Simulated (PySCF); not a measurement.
# C4H7OPSSi: the cost of one run

Computed with PySCF 2.14.0 and routines of our own; the level stands in each step. Atoms count from 0.

## (1) The system as given

15 atoms, charge 0, multiplicity 1; geometry from: GFN2-xTB.

## (2) Magnetic properties: GIAO KT3/pcSseg-1

Job settings and geometry (Å):

```
{"job": {"kind": "mag", "xc": "KT3", "basis": "pcSseg-1", "isotopologues": 2}, "charge": 0, "multiplicity": 1}
C      0.368631     1.685180    -1.753213
O     -0.147973     0.522946    -1.151211
C      0.220354     0.255484     0.116115
S      1.299195     1.310933     0.982841
C      1.277339     0.354746     2.410783
P      0.336747    -1.061864     2.424284
C     -0.238264    -0.848880     0.761715
Si    -1.406997    -2.006940    -0.155592
H      0.067403     2.582675    -1.202338
H      1.462249     1.651105    -1.804181
H     -0.045541     1.715358    -2.758970
H      1.871994     0.716073     3.230522
H     -0.725875    -2.511940    -1.348766
H     -1.737048    -3.097729     0.761694
H     -2.606628    -1.259159    -0.535597
```

Method: GIAO KT3/pcSseg-1 magnetisability, rotational g tensor and spin-rotation constants, non-relativistic, gas phase.

Started as:

```
OMP_NUM_THREADS=1 python excited_run.py task.json out
```

This one command runs all jobs of the session in turn.

Q: Estimate the wall time and peak memory of this first job on 1 thread of Intel Xeon Platinum 8488C, shared host.

About 49 s, with a peak of 0.7 GiB.
